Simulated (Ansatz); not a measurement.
# Mg3Si2N: the cost of one run

Program: Ansatz 0.2.0. Level of theory: DFT PBE, scalar-relativistic, plane waves, PAW. These are calculated values, not measurements.

## Step 1: Starting point

The structure is tetragonal, space group P4/mmm (No. 123). Conventional cell: a = 3.158 Å, b = 3.158 Å, c = 10.556 Å, α = 90.00°, β = 90.00°, γ = 90.00°. Mg (site symmetry 4/mmm) is surrounded by 8 Si at 2.75 Å and 6 Mg at 3.01 to 3.16 Å. Around Mg (site symmetry 4mm) lie 4 Si at 2.64 Å and 5 Mg at 3.01 to 3.16 Å and 4 N at 3.18 Å. Si (site symmetry 4mm) is surrounded by 8 Mg at 2.64 to 2.75 Å. N (site symmetry 4/mmm) has 4 N at 3.16 Å and 8 Mg at 3.18 Å as nearest neighbours.

Structure file:

```
CELL_PARAMETERS angstrom
3.15797 0.00000 0.00000
0.00000 3.15797 0.00000
0.00000 0.00000 10.55650
ATOMIC_POSITIONS crystal
Mg 0.00000 0.00000 0.00000
Mg 0.00000 0.00000 0.71455
Mg 0.00000 0.00000 0.28545
Si 0.50000 0.50000 0.84736
Si 0.50000 0.50000 0.15264
N 0.50000 0.50000 0.50000
```

The cell is invented: species swapped into a database cell of MgSc3Ru2 (P4/mmm, No. 123), with N on the Mg sites, Mg on the Sc sites and Si on the Ru sites. The dimensions are guesses.

## Step 2: A first look at the guess

input.yaml reads:

```yaml
crystal:
  lattice:
    - [3.15797324, 0.0, 0.0]
    - [0.0, 3.15797324, 0.0]
    - [0.0, 0.0, 10.55649671]
  atoms:
    - { symbol: Mg, position: [0.0, 0.0, 0.0] }
    - { symbol: Mg, position: [0.0, 0.0, 0.71455228] }
    - { symbol: Mg, position: [0.0, 0.0, 0.28544772] }
    - { symbol: Si, position: [0.5, 0.5, 0.84736025] }
    - { symbol: Si, position: [0.5, 0.5, 0.15263975] }
    - { symbol: "N", position: [0.5, 0.5, 0.5] }
basis:
  ecutwfc: 420
kpoints:
  mp_grid: { grid: [6, 6, 2] }
hamiltonian:
  xc: pbe
scf:
  occupations: { method: gaussian, width: 0.1 }
  lower_state_search: "off"
output:
  forces: true
  stress: true
  eigenvalues: true
```

Run with:

```bash
$ ansatz run input.yaml --threads 1 --pin off --max-ram 2560MiB --backend cpu --events-out ev --progress --plain --runs-dir out
```

**Question.** How long does this run take on 1 thread of Intel Xeon at 2.50GHz (Skylake/Cascade Lake), shared host, and how much memory does it need?

About 6.7 s, with a peak of 0.38 GiB.
